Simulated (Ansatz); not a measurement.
**C4H16BNSi2: small, medium and large basis sets**

The task here is to estimate one member of a computed series from the others.

Method: one geometry, several basis sets; program: Ansatz 0.2.0, Gaussian basis.

Plan: PBE0-D4/def2-SVP; ωB97M-V/def2-SVP; PBE0-D4/def2-QZVPP; ωB97M-V/def2-QZVPP; the functionals' def2-TZVPP values are taken from earlier runs.

## The geometry

The geometry comes from an earlier relaxation with PBE0-D4 in a triple-zeta def2 set; it is a stationary point, not always the lowest conformer.

SMILES `BN([SiH2][SiH3])C(C)(C)C`, 24 atoms, charge 0, spin multiplicity 1.

Atoms are counted from 1 here; the program's logs count them from 0.

Bond lengths: B1–N2 1.395 Å, B1–H9 1.203 Å, B1–H10 1.193 Å, N2–Si3 1.770 Å, N2–C5 1.483 Å, Si3–Si4 2.341 Å, Si3–H11 1.489 Å, Si3–H12 1.485 Å, Si4–H13 1.488 Å, Si4–H14 1.489 Å, Si4–H15 1.489 Å, C5–C6 1.521 Å, C5–C7 1.527 Å, C5–C8 1.528 Å, C6–H16 1.091 Å, C6–H17 1.092 Å, C6–H18 1.092 Å, C7–H19 1.092 Å and more. Angles: N2–B1–H9 117.0°, N2–B1–H10 123.4°, H9–B1–H10 119.6°, B1–N2–Si3 112.7°, B1–N2–C5 126.1°, Si3–N2–C5 121.1°, N2–Si3–Si4 111.2°, N2–Si3–H11 110.3°, N2–Si3–H12 109.4°, Si4–Si3–H11 108.4°, Si4–Si3–H12 110.5°, H11–Si3–H12 107.0°, Si3–Si4–H13 110.6°, Si3–Si4–H14 110.5°, Si3–Si4–H15 110.1°, H13–Si4–H14 108.8°, H13–Si4–H15 108.4°, H14–Si4–H15 108.4° and more.

Set-up of the first run:

The input, in.yaml:

```yaml
crystal:
  periodic: [false, false, false]
  atoms:
    - {symbol: B, position_ang: [0.230587, -0.763286, -1.903802]}
    - {symbol: N, position_ang: [-0.202210, -0.346282, -0.644418]}
    - {symbol: Si, position_ang: [-0.650841, -1.697847, 0.406211]}
    - {symbol: Si, position_ang: [1.244412, -2.834382, 1.179018]}
    - {symbol: C, position_ang: [-0.254523, 1.053587, -0.157100]}
    - {symbol: C, position_ang: [0.340156, 2.016109, -1.173231]}
    - {symbol: C, position_ang: [-1.711217, 1.439838, 0.091822]}
    - {symbol: C, position_ang: [0.547552, 1.157079, 1.138838]}
    - {symbol: H, position_ang: [0.225164, -1.946573, -2.119911]}
    - {symbol: H, position_ang: [0.601537, -0.011586, -2.753021]}
    - {symbol: H, position_ang: [-1.414912, -1.204098, 1.585287]}
    - {symbol: H, position_ang: [-1.545956, -2.622004, -0.334746]}
    - {symbol: H, position_ang: [2.064128, -3.323470, 0.038002]}
    - {symbol: H, position_ang: [0.849108, -3.998969, 2.019262]}
    - {symbol: H, position_ang: [2.085442, -1.923782, 2.004486]}
    - {symbol: H, position_ang: [-0.217422, 2.010814, -2.110748]}
    - {symbol: H, position_ang: [0.305045, 3.027114, -0.761941]}
    - {symbol: H, position_ang: [1.380830, 1.772800, -1.395371]}
    - {symbol: H, position_ang: [-2.285238, 1.368087, -0.834512]}
    - {symbol: H, position_ang: [-2.177584, 0.791211, 0.835791]}
    - {symbol: H, position_ang: [-1.773961, 2.467403, 0.457184]}
    - {symbol: H, position_ang: [1.591349, 0.885146, 0.966734]}
    - {symbol: H, position_ang: [0.517357, 2.179318, 1.522085]}
    - {symbol: H, position_ang: [0.146097, 0.503573, 1.917381]}
basis:
  gaussian: {orbitals: def2-SVP}
hamiltonian: {xc: pbe0, dispersion: d4}
output: {orbitals: {seedname: orbitals}}
```

On the command line:

```console
$ ansatz run in.yaml --threads 5 --pin off --events-out ev --progress --plain --max-ram 66560MiB --backend cpu
```

Steps of the session up to this table: PBE0-D4 in def2-SVP; ωB97M-V in def2-SVP; PBE0-D4 in def2-QZVPP; ωB97M-V in def2-QZVPP.

One table of the session follows, with a row left open; its other results are not shown here.

It belongs to the step «Functionals by basis». 

| functional | basis | HOMO (eV) | LUMO (eV) |
| --- | --- | --- | --- |
| PBE0-D4 | def2-SVP | -7.42 | -0.09 |
| PBE0-D4 | def2-TZVPP | -7.43 | -0.29 |
| PBE0-D4 | def2-QZVPP | -7.43 | -0.34 |
| ωB97M-V | def2-SVP | ? | ? |
| ωB97M-V | def2-TZVPP | -9.55 | 1.49 |
| ωB97M-V | def2-QZVPP | -9.55 | 1.29 |

**Question.** Estimate the row for ωB97M-V, def2-SVP.

**Answer.** HOMO (eV): -9.51; LUMO (eV): 1.87. In the column «HOMO (eV)» it lies between ωB97M-V, def2-QZVPP (-9.55) and PBE0-D4, def2-TZVPP (-7.43).
